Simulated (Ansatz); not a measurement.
# Li+ with F₂: interaction against distance

Aim: pull the two fragments apart and push them together, rigidly along the line between their mean positions, and follow the counterpoise interaction energy.

Program: Ansatz 0.2.0, Gaussian basis. Level of theory: single points in def2-TZVPPD, with counterpoise. These are calculated values, not measurements.

Cores are frozen in the correlated methods. The outer core shell of Li, Na, Mg and K is correlated. B3LYP uses VWN-RPA correlation.

40 further runs of the same task are left out: 40 set aside as unsound or not needed.

## 1. The system as given

The relaxed pair: 3 atoms, charge 1, spin multiplicity 1.

Atoms are counted from 1 here; the program's logs count them from 0.

Bond lengths: Li1–F2 2.010 Å, F2–F3 1.380 Å. Angles: Li1–F2–F3 109.8°.

As a file:

```xyz
3
F2Li
Li    0.0821   -0.0780   -1.5533
F    -0.4237    0.4027    0.3321
F     0.3416   -0.3248    1.2212
```

Atoms 1 to 1 are fragment A, the rest fragment B. The contact Li1–F2 is 2.01 Å. Interaction at this geometry, from earlier runs: PBE-D4 -7.04, r2SCAN-D4 -5.90, PBE0-D4 -6.81, B3LYP-D4 -7.16, wB97M-V -6.67, Hartree-Fock -6.08, MP2 -5.76, CCSD -5.93, CCSD(T) -5.95 kcal/mol. Each point needs the pair (ab) and both fragments with ghost atoms (a, b).

## 2. B moved by -0.20 Å, wB97M-V/def2-TZVPPD

ab/in.yaml

```yaml
crystal:
  periodic: [false, false, false]
  atoms:
    - {symbol: Li, position_ang: [0.082120, -0.078030, -1.553294]}
    - {symbol: F, position_ang: [-0.413139, 0.392675, 0.131554]}
    - {symbol: F, position_ang: [0.352219, -0.334881, 1.020730]}
basis:
  gaussian: {orbitals: "def2-TZVPPD.json"}
total_charge: 1
hamiltonian: {xc: {name: wB97M-V}}
```

a/in.yaml

```yaml
crystal:
  periodic: [false, false, false]
  atoms:
    - {symbol: Li, position_ang: [0.082120, -0.078030, -1.553294]}
basis:
  gaussian:
    orbitals: "def2-TZVPPD.json"
    ghost_atoms:
      - {symbol: F, position_ang: [-0.413139, 0.392675, 0.131554]}
      - {symbol: F, position_ang: [0.352219, -0.334881, 1.020730]}
total_charge: 1
hamiltonian: {xc: {name: wB97M-V}}
```

b/in.yaml

```yaml
crystal:
  periodic: [false, false, false]
  atoms:
    - {symbol: F, position_ang: [-0.413139, 0.392675, 0.131554]}
    - {symbol: F, position_ang: [0.352219, -0.334881, 1.020730]}
basis:
  gaussian:
    orbitals: "def2-TZVPPD.json"
    ghost_atoms:
      - {symbol: Li, position_ang: [0.082120, -0.078030, -1.553294]}
hamiltonian: {xc: {name: wB97M-V}}
```

The basis file named in the input lies beside it (Basis Set Exchange, JSON).

One command serves all of them, each in its own folder.

Run with:

```console
> ansatz run in.yaml --threads 2 --pin off --events-out ev --progress --plain --max-ram 5222MiB
```

ab printed, shortened:

```text
Functional definition: wB97M-V
  name "wB97M-V"
  cite "Mardirossian & Head-Gordon, J. Chem. Phys. 144, 214110 (2016) doi:10.1063/1.4952647"
  cite "Becke, J. Chem. Phys. 107, 8554 (1997) doi:10.1063/1.475007"
  cite "Vydrov & Van Voorhis, J. Chem. Phys. 133, 244103 (2010) doi:10.1063/1.3521275"
  # Of w^i u^j: cxij and so on, Table III.
[...]
  gx(w, u) = 1 - cx + cx01*u + cx10*w
  gss(w, u) = css00 + css04*u^4 + css10*w + css20*w^2 + css43*w^4*u^3
  gos(w, u) = cos00 + cos10*w + (cos20 + cos21*u)*w^2 + (cos60 + cos61*u)*w^6
[...]
      + integral(e_c_pw_mod_opposite_spin*gos(b97_w_opposite, b97_u_opposite)) + vv10(b, c)
550 factors; their error is unknown
182 factors; integrals over basis functions are off by at most 3.7e-5 eV
[...]
mean field -5628.32550140 eV, -206.8371471604 hartree, gradient 7.5e-6 eV, S^2 0.000000; 0 other end points of the search recorded, 0 dependent functions left out
reference -5628.32554552 eV, -206.8371487820 hartree; 10, 10 occupied and 92, 92 virtual orbitals, 550 factors
Total energy: -5628.32554552 eV, -206.8371487820 hartree
```

a printed, shortened:

```text
[... 5 set-up lines as earlier in the session ...]
  # Of w^i u^j: cxij and so on, Table III.
[...]
  gx(w, u) = 1 - cx + cx01*u + cx10*w
[...]
      + integral(e_c_pw_mod_opposite_spin*gos(b97_w_opposite, b97_u_opposite)) + vv10(b, c)
540 factors; their error is unknown
180 factors; integrals over basis functions are off by at most 3.8e-5 eV
[...]
mean field -197.98677959 eV, -7.2758799495 hartree, gradient 1.3e-6 eV, S^2 0.000000; 0 other end points of the search recorded, 0 dependent functions left out
reference -197.98678640 eV, -7.2758801999 hartree; 1, 1 occupied and 101, 101 virtual orbitals, 540 factors
Total energy: -197.98678640 eV, -7.2758801999 hartree
```

b printed, shortened:

```text
[... 5 set-up lines as earlier in the session ...]
  # Of w^i u^j: cxij and so on, Table III.
[...]
  gx(w, u) = 1 - cx + cx01*u + cx10*w
[...]
      + integral(e_c_pw_mod_opposite_spin*gos(b97_w_opposite, b97_u_opposite)) + vv10(b, c)
500 factors; their error is unknown
154 factors; integrals over basis functions are off by at most 6.6e-5 eV
[...]
mean field -5430.09874064 eV, -199.5524480654 hartree, gradient 5.7e-5 eV, S^2 0.000000; 0 other end points of the search recorded, 0 dependent functions left out
reference -5430.09879231 eV, -199.5524499642 hartree; 9, 9 occupied and 93, 93 virtual orbitals, 500 factors
Total energy: -5430.09879231 eV, -199.5524499642 hartree
```

Times: 0.85 s (ab), 0.55 s (a), 0.8 s (b) on 2 threads of AMD EPYC 9R45, shared host.

Interaction: -5.53 kcal/mol.

## 3. B moved by -0.20 Å, CCSD(T)/def2-TZVPPD

The same edit goes into each in.yaml of step 2 (ab, a, b):

```diff
-hamiltonian: {xc: {name: wB97M-V}}
+correlation: {method: ccsd_t}
```

Each run has its own folder and the same command.

Run with:

```console
> ansatz run in.yaml --threads 2 --pin off --events-out ev --progress --plain --max-ram 5222MiB
```

Log of ab, shortened:

```text
Functional definition: HF
  name "HF"
  cite "Fock, Z. Phys. 61, 126 (1930) doi:10.1007/BF01340294"
  parent pbe
[...]
705 factors; integrals over basis functions are off by at most 6.0e-4 eV
[...]
mean field -5605.89896995 eV, -206.0129873310 hartree, gradient 2.4e-6 eV, S^2 0.000000; 0 other end points of the search recorded, 0 dependent functions left out; unrestricted orbitals would lower it
[...]
reference -5605.89896995 eV, -206.0129873310 hartree; 8, 8 occupied and 92, 92 virtual orbitals, 705 factors
second order -14.89688155 eV of doubles, -0.00000000 eV of singles
cycle   1  -14.70480482 eV  change    1.9e-1 eV  update   7.5e-2
[...]
cycle  12  -15.16476693 eV  change    1.5e-5 eV  update   7.8e-6
perturbative correction -0.47841407 eV, -0.0175813927 hartree
Total energy: -5621.54215095 eV, -206.5878636295 hartree
```

Output in a, shortened:

```text
[... 4 set-up lines as earlier in the session ...]
[...]
695 factors; integrals over basis functions are off by at most 6.0e-4 eV
[...]
mean field -196.91182661 eV, -7.2363761561 hartree, gradient 8.1e-7 eV, S^2 0.000000; 0 other end points of the search recorded, 0 dependent functions left out
reference -196.91182661 eV, -7.2363761561 hartree; 1, 1 occupied and 101, 101 virtual orbitals, 695 factors
second order -0.81817314 eV of doubles, -0.00000000 eV of singles
cycle   1  -0.91906817 eV  change   -1.0e-1 eV  update   6.5e-3
[...]
cycle   5  -0.93514312 eV  change   -6.0e-7 eV  update   7.9e-7
perturbative correction 0.00000000 eV, 0.0000000000 hartree
Total energy: -197.84696973 eV, -7.2707420320 hartree
```

Log of b, shortened:

```text
[... 4 set-up lines as earlier in the session ...]
[...]
642 factors; integrals over basis functions are off by at most 9.8e-4 eV
[...]
mean field -5408.76589877 eV, -198.7684805865 hartree, gradient 2.5e-6 eV, S^2 0.000000; 0 other end points of the search recorded, 0 dependent functions left out; unrestricted orbitals would lower it
[...]
reference -5408.76589877 eV, -198.7684805865 hartree; 7, 7 occupied and 93, 93 virtual orbitals, 642 factors
second order -14.11565236 eV of doubles, -0.00000000 eV of singles
cycle   1  -13.80873966 eV  change    3.1e-1 eV  update   7.4e-2
[...]
cycle  10  -14.25100657 eV  change    8.4e-6 eV  update   6.1e-6
perturbative correction -0.47942482 eV, -0.0176185373 hartree
Total energy: -5423.49633016 eV, -199.3098139554 hartree
```

They took 0.95 s (ab), 0.3 s (a), 0.8 s (b) on 2 threads of AMD EPYC 9R45, shared host; peak memory 0.34 GiB.

Interaction: -4.59 kcal/mol.

## 4. B moved by -0.10 Å, wB97M-V/def2-TZVPPD

ab/in.yaml

```yaml
crystal:
  periodic: [false, false, false]
  atoms:
    - {symbol: Li, position_ang: [0.082120, -0.078030, -1.553294]}
    - {symbol: F, position_ang: [-0.418439, 0.397709, 0.231807]}
    - {symbol: F, position_ang: [0.346919, -0.329847, 1.120983]}
basis:
  gaussian: {orbitals: "def2-TZVPPD.json"}
total_charge: 1
hamiltonian: {xc: {name: wB97M-V}}
```

a/in.yaml

```yaml
crystal:
  periodic: [false, false, false]
  atoms:
    - {symbol: Li, position_ang: [0.082120, -0.078030, -1.553294]}
basis:
  gaussian:
    orbitals: "def2-TZVPPD.json"
    ghost_atoms:
      - {symbol: F, position_ang: [-0.418439, 0.397709, 0.231807]}
      - {symbol: F, position_ang: [0.346919, -0.329847, 1.120983]}
total_charge: 1
hamiltonian: {xc: {name: wB97M-V}}
```

b/in.yaml

```yaml
crystal:
  periodic: [false, false, false]
  atoms:
    - {symbol: F, position_ang: [-0.418439, 0.397709, 0.231807]}
    - {symbol: F, position_ang: [0.346919, -0.329847, 1.120983]}
basis:
  gaussian:
    orbitals: "def2-TZVPPD.json"
    ghost_atoms:
      - {symbol: Li, position_ang: [0.082120, -0.078030, -1.553294]}
hamiltonian: {xc: {name: wB97M-V}}
```

The same command starts each run, in its folder.

Run with:

```console
> ansatz run in.yaml --threads 2 --pin off --events-out ev --progress --plain --max-ram 5222MiB
```

Output in ab, shortened:

```text
[... 5 set-up lines as earlier in the session ...]
  # Of w^i u^j: cxij and so on, Table III.
[...]
  gx(w, u) = 1 - cx + cx01*u + cx10*w
[...]
      + integral(e_c_pw_mod_opposite_spin*gos(b97_w_opposite, b97_u_opposite)) + vv10(b, c)
550 factors; their error is unknown
182 factors; integrals over basis functions are off by at most 4.2e-5 eV
[...]
mean field -5628.36486840 eV, -206.8385938711 hartree, gradient 1.8e-5 eV, S^2 0.000000; 0 other end points of the search recorded, 0 dependent functions left out
reference -5628.36491315 eV, -206.8385955153 hartree; 10, 10 occupied and 92, 92 virtual orbitals, 550 factors
Total energy: -5628.36491315 eV, -206.8385955153 hartree
```

Log of a, shortened:

```text
[... 5 set-up lines as earlier in the session ...]
  # Of w^i u^j: cxij and so on, Table III.
[...]
  gx(w, u) = 1 - cx + cx01*u + cx10*w
[...]
      + integral(e_c_pw_mod_opposite_spin*gos(b97_w_opposite, b97_u_opposite)) + vv10(b, c)
540 factors; their error is unknown
180 factors; integrals over basis functions are off by at most 4.3e-5 eV
[...]
mean field -197.98669947 eV, -7.2758770052 hartree, gradient 1.3e-6 eV, S^2 0.000000; 0 other end points of the search recorded, 0 dependent functions left out
reference -197.98670649 eV, -7.2758772634 hartree; 1, 1 occupied and 101, 101 virtual orbitals, 540 factors
Total energy: -197.98670649 eV, -7.2758772634 hartree
```

b printed, shortened:

```text
[... 5 set-up lines as earlier in the session ...]
  # Of w^i u^j: cxij and so on, Table III.
[...]
  gx(w, u) = 1 - cx + cx01*u + cx10*w
[...]
      + integral(e_c_pw_mod_opposite_spin*gos(b97_w_opposite, b97_u_opposite)) + vv10(b, c)
500 factors; their error is unknown
154 factors; integrals over basis functions are off by at most 7.4e-5 eV
[...]
mean field -5430.09867398 eV, -199.5524456156 hartree, gradient 5.5e-5 eV, S^2 0.000000; 0 other end points of the search recorded, 0 dependent functions left out
reference -5430.09872559 eV, -199.5524475121 hartree; 9, 9 occupied and 93, 93 virtual orbitals, 500 factors
Total energy: -5430.09872559 eV, -199.5524475121 hartree
```

Wall times: 0.85 s (ab), 0.55 s (a), 0.8 s (b) on 2 threads of AMD EPYC 9R45, shared host.

This point gives -6.44 kcal/mol.

## 5. B moved by -0.10 Å, CCSD(T)/def2-TZVPPD

Each input of step 4 (ab, a, b) changes in the same lines:

```diff
-hamiltonian: {xc: {name: wB97M-V}}
+correlation: {method: ccsd_t}
```

One command serves all of them, each in its own folder.

Run with:

```console
> ansatz run in.yaml --threads 2 --pin off --events-out ev --progress --plain --max-ram 5222MiB
```

Output in ab, shortened:

```text
[... 4 set-up lines as earlier in the session ...]
[...]
705 factors; integrals over basis functions are off by at most 7.2e-4 eV
[...]
mean field -5605.93424204 eV, -206.0142835562 hartree, gradient 2.2e-6 eV, S^2 0.000000; 0 other end points of the search recorded, 0 dependent functions left out; unrestricted orbitals would lower it
[...]
reference -5605.93424204 eV, -206.0142835562 hartree; 8, 8 occupied and 92, 92 virtual orbitals, 705 factors
second order -14.90829556 eV of doubles, -0.00000000 eV of singles
cycle   1  -14.71033054 eV  change    2.0e-1 eV  update   7.5e-2
[...]
cycle  12  -15.17154521 eV  change    1.5e-5 eV  update   8.2e-6
perturbative correction -0.47944553 eV, -0.0176192983 hartree
Total energy: -5621.58523278 eV, -206.5894468574 hartree
```

Output in a, shortened:

```text
[... 4 set-up lines as earlier in the session ...]
[...]
695 factors; integrals over basis functions are off by at most 7.2e-4 eV
[...]
mean field -196.91181945 eV, -7.2363758932 hartree, gradient 7.9e-7 eV, S^2 0.000000; 0 other end points of the search recorded, 0 dependent functions left out
reference -196.91181945 eV, -7.2363758932 hartree; 1, 1 occupied and 101, 101 virtual orbitals, 695 factors
second order -0.81767736 eV of doubles, -0.00000000 eV of singles
cycle   1  -0.91845826 eV  change   -1.0e-1 eV  update   6.5e-3
[...]
cycle   5  -0.93450122 eV  change   -5.9e-7 eV  update   7.7e-7
perturbative correction -0.00000000 eV, -0.0000000000 hartree
Total energy: -197.84632067 eV, -7.2707181796 hartree
```

b printed, shortened:

```text
[... 4 set-up lines as earlier in the session ...]
[...]
642 factors; integrals over basis functions are off by at most 9.7e-4 eV
[...]
mean field -5408.76585268 eV, -198.7684788927 hartree, gradient 2.6e-6 eV, S^2 0.000000; 0 other end points of the search recorded, 0 dependent functions left out; unrestricted orbitals would lower it
[...]
reference -5408.76585268 eV, -198.7684788927 hartree; 7, 7 occupied and 93, 93 virtual orbitals, 642 factors
second order -14.11464242 eV of doubles, -0.00000000 eV of singles
cycle   1  -13.80780953 eV  change    3.1e-1 eV  update   7.4e-2
[...]
cycle  10  -14.25002368 eV  change    8.0e-6 eV  update   6.1e-6
perturbative correction -0.47931287 eV, -0.0176144231 hartree
Total energy: -5423.49518923 eV, -199.3097720270 hartree
```

Wall times: 0.95 s (ab), 0.3 s (a), 0.8 s (b) on 2 threads of AMD EPYC 9R45, shared host; peak memory 0.34 GiB.

Interaction: -5.62 kcal/mol.

## 6. B moved by +0.10 Å, wB97M-V/def2-TZVPPD

ab/in.yaml

```yaml
crystal:
  periodic: [false, false, false]
  atoms:
    - {symbol: Li, position_ang: [0.082120, -0.078030, -1.553294]}
    - {symbol: F, position_ang: [-0.429039, 0.407777, 0.432312]}
    - {symbol: F, position_ang: [0.336318, -0.319779, 1.321487]}
basis:
  gaussian: {orbitals: "def2-TZVPPD.json"}
total_charge: 1
hamiltonian: {xc: {name: wB97M-V}}
```

a/in.yaml

```yaml
crystal:
  periodic: [false, false, false]
  atoms:
    - {symbol: Li, position_ang: [0.082120, -0.078030, -1.553294]}
basis:
  gaussian:
    orbitals: "def2-TZVPPD.json"
    ghost_atoms:
      - {symbol: F, position_ang: [-0.429039, 0.407777, 0.432312]}
      - {symbol: F, position_ang: [0.336318, -0.319779, 1.321487]}
total_charge: 1
hamiltonian: {xc: {name: wB97M-V}}
```

b/in.yaml

```yaml
crystal:
  periodic: [false, false, false]
  atoms:
    - {symbol: F, position_ang: [-0.429039, 0.407777, 0.432312]}
    - {symbol: F, position_ang: [0.336318, -0.319779, 1.321487]}
basis:
  gaussian:
    orbitals: "def2-TZVPPD.json"
    ghost_atoms:
      - {symbol: Li, position_ang: [0.082120, -0.078030, -1.553294]}
hamiltonian: {xc: {name: wB97M-V}}
```

The same command starts each run, in its folder.

Run with:

```console
> ansatz run in.yaml --threads 2 --pin off --events-out ev --progress --plain --max-ram 5222MiB
```

ab printed, shortened:

```text
[... 5 set-up lines as earlier in the session ...]
  # Of w^i u^j: cxij and so on, Table III.
[...]
  gx(w, u) = 1 - cx + cx01*u + cx10*w
[...]
      + integral(e_c_pw_mod_opposite_spin*gos(b97_w_opposite, b97_u_opposite)) + vv10(b, c)
550 factors; their error is unknown
182 factors; integrals over basis functions are off by at most 5.1e-5 eV
[...]
mean field -5628.36691500 eV, -206.8386690822 hartree, gradient 1.7e-5 eV, S^2 0.000000; 0 other end points of the search recorded, 0 dependent functions left out
reference -5628.36696100 eV, -206.8386707725 hartree; 10, 10 occupied and 92, 92 virtual orbitals, 550 factors
Total energy: -5628.36696100 eV, -206.8386707725 hartree
```

Output in a, shortened:

```text
[... 5 set-up lines as earlier in the session ...]
  # Of w^i u^j: cxij and so on, Table III.
[...]
  gx(w, u) = 1 - cx + cx01*u + cx10*w
[...]
      + integral(e_c_pw_mod_opposite_spin*gos(b97_w_opposite, b97_u_opposite)) + vv10(b, c)
540 factors; their error is unknown
180 factors; integrals over basis functions are off by at most 5.1e-5 eV
[...]
mean field -197.98652319 eV, -7.2758705272 hartree, gradient 1.2e-6 eV, S^2 0.000000; 0 other end points of the search recorded, 0 dependent functions left out
reference -197.98653055 eV, -7.2758707976 hartree; 1, 1 occupied and 101, 101 virtual orbitals, 540 factors
Total energy: -197.98653055 eV, -7.2758707976 hartree
```

b printed, shortened:

```text
[... 5 set-up lines as earlier in the session ...]
  # Of w^i u^j: cxij and so on, Table III.
[...]
  gx(w, u) = 1 - cx + cx01*u + cx10*w
[...]
      + integral(e_c_pw_mod_opposite_spin*gos(b97_w_opposite, b97_u_opposite)) + vv10(b, c)
500 factors; their error is unknown
154 factors; integrals over basis functions are off by at most 8.7e-5 eV
[...]
mean field -5430.09849120 eV, -199.5524388985 hartree, gradient 4.8e-5 eV, S^2 0.000000; 0 other end points of the search recorded, 0 dependent functions left out
reference -5430.09854263 eV, -199.5524407887 hartree; 9, 9 occupied and 93, 93 virtual orbitals, 500 factors
Total energy: -5430.09854263 eV, -199.5524407887 hartree
```

They took 0.9 s (ab), 0.6 s (a), 0.85 s (b) on 2 threads of AMD EPYC 9R45, shared host.

ab − a − b = -6.50 kcal/mol.

[end of part 1 of 3]
